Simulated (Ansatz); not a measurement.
# ClH3SSn: one species, many methods

Aim: compute ClH3SSn with functionals from several rungs and with coupled cluster, and see how far each lands from CCSD(T) at the basis-set limit for the atomisation energy.

Method: functionals in def2-TZVPP, the program's frozen cores in correlated methods; program: Ansatz 0.2.0, Gaussian basis.

Levels to be run: LDA (SPW92), PBE-D4, revPBE-D4, BLYP-D4, r2SCAN-D4, B97M-V, PBE0-D4, B3LYP-D4, r2SCANh-D4, r2SCAN0-D4, HSE06-D4, BHLYP-D4, CAM-B3LYP-D4, LC-ωPBE, ωB97X-V, ωB97M-V, B2PLYP, PBE-QIDH; CCSD(T)/def2-SVP; CCSD(T)/def2-TZVPP; MP2/def2-QZVPP; extrapolation to the limit; RPA on PBE.

### 1 The geometry

The geometry comes from an earlier relaxation with PBE0-D4 in a triple-zeta def2 set; it is a stationary point. Sn takes the def2 core potential; no spin-orbit term is included.

SMILES `[SH][SnH2][Cl]`, 6 atoms, charge 0, spin multiplicity 1.

Atoms are counted from 1 here; the program's logs count them from 0.

Bond lengths: S1–Sn2 2.385 Å, S1–H4 1.344 Å, Sn2–Cl3 2.333 Å, Sn2–H5 1.699 Å, Sn2–H6 1.697 Å. Angles: Sn2–S1–H4 93.3°, S1–Sn2–Cl3 109.0°, S1–Sn2–H5 111.2°, S1–Sn2–H6 107.7°, Cl3–Sn2–H5 105.3°, Cl3–Sn2–H6 106.9°, H5–Sn2–H6 116.5°.

As a file:

```
S    -1.2328   -1.4676   -0.0464
Sn    0.4449    0.1924    0.2975
Cl   -0.5245    2.3043    0.0945
H    -1.2682   -1.2688   -1.3747
H     1.6333    0.1259   -0.9154
H     0.9893    0.0499    1.8983
```

### 2 LDA

This LDA is Slater exchange with PW92 correlation.

Input file in.yaml:

```yaml
crystal:
  periodic: [false, false, false]
  atoms:
    - {symbol: S, position_ang: [-1.232812, -1.467625, -0.046433]}
    - {symbol: Sn, position_ang: [0.444912, 0.192400, 0.297489]}
    - {symbol: Cl, position_ang: [-0.524462, 2.304284, 0.094507]}
    - {symbol: H, position_ang: [-1.268210, -1.268789, -1.374719]}
    - {symbol: H, position_ang: [1.633302, 0.125930, -0.915384]}
    - {symbol: H, position_ang: [0.989272, 0.049899, 1.898340]}
basis:
  gaussian: {orbitals: def2-TZVPP}
hamiltonian: {xc: lda}
output: {orbitals: {seedname: orbitals}}
```

After this run come: PBE-D4 (GGA); revPBE-D4 (GGA); BLYP-D4 (GGA); r2SCAN-D4 (meta-GGA); B97M-V (meta-GGA); PBE0-D4 (hybrid); B3LYP-D4 (hybrid); r2SCANh-D4 (hybrid); r2SCAN0-D4 (hybrid); HSE06-D4 (hybrid); BHLYP-D4 (hybrid); CAM-B3LYP-D4 (range-separated); LC-ωPBE-D4 (range-separated); ωB97X-V (range-separated); ωB97M-V (range-separated); B2PLYP (double hybrid); PBE-QIDH (double hybrid); CCSD(T) in def2-SVP; CCSD(T) in def2-TZVPP; MP2 in def2-QZVPP; RPA on PBE orbitals.

Before running them: what should the planned runs give, taken together? Wanted: atomisation energy, CCSD(T)/CBS; farthest beyond LDA; mean size of error, GGA; mean size of error, meta-GGA; mean size of error, hybrid; mean size of error, range-separated; mean size of error, double hybrid; gap, smallest and largest; T1 diagnostic.

As calculated:

```
                               quantity                                  value
        atomisation energy, CCSD(T)/CBS                              15.822 eV
    functionals within 0.158 eV (1.0 %)            r2SCAN-D4, ωB97X-V, ωB97M-V
                    farthest beyond LDA                   BHLYP-D4 (-0.687 eV)
                mean size of error, GGA                               0.452 eV
           mean size of error, meta-GGA                               0.245 eV
             mean size of error, hybrid                               0.412 eV
    mean size of error, range-separated                               0.273 eV
      mean size of error, double hybrid                               0.527 eV
              gap, smallest and largest  4.36 eV (BLYP-D4), 11.55 eV (LC-ωPBE)
                          T1 diagnostic                                 0.0117
triples share of the correlation energy                                  3.6 %
```

What this shows: The LDA atomisation energy is off by 2.066 eV (13 %): it overbinds. PBE-D4 is off by -0.204 eV. Double hybrids carry the basis error of their MP2 part in triple zeta, and no dispersion term here, so their miss is partly the set-up's. By mean error the best rung here is meta-GGA (0.245 eV) and the worst beyond LDA is double hybrid (0.527 eV). The gap between the best rungs is small, so their order is not settled. The reference freezes the cores and leaves out spin-orbit coupling and excitations past (T), and its outer-core shells are covered unevenly, so misses under about 0.158 eV can't be ranked. All levels share the lack of spin-orbit coupling, which lowers the free heavy atoms and so the true binding. Hartree-Fock recovers 69 % of the binding; the rest is correlation. CCSD(T) in def2-SVP is off by -1.685 eV, more than most functionals: a good method in a small basis is no reference. The gap grows from 4.4 to 11.6 eV across the functionals, mostly with the share of exact exchange. Correlated methods include outer-core shells of Sn, which these sets cover unevenly.
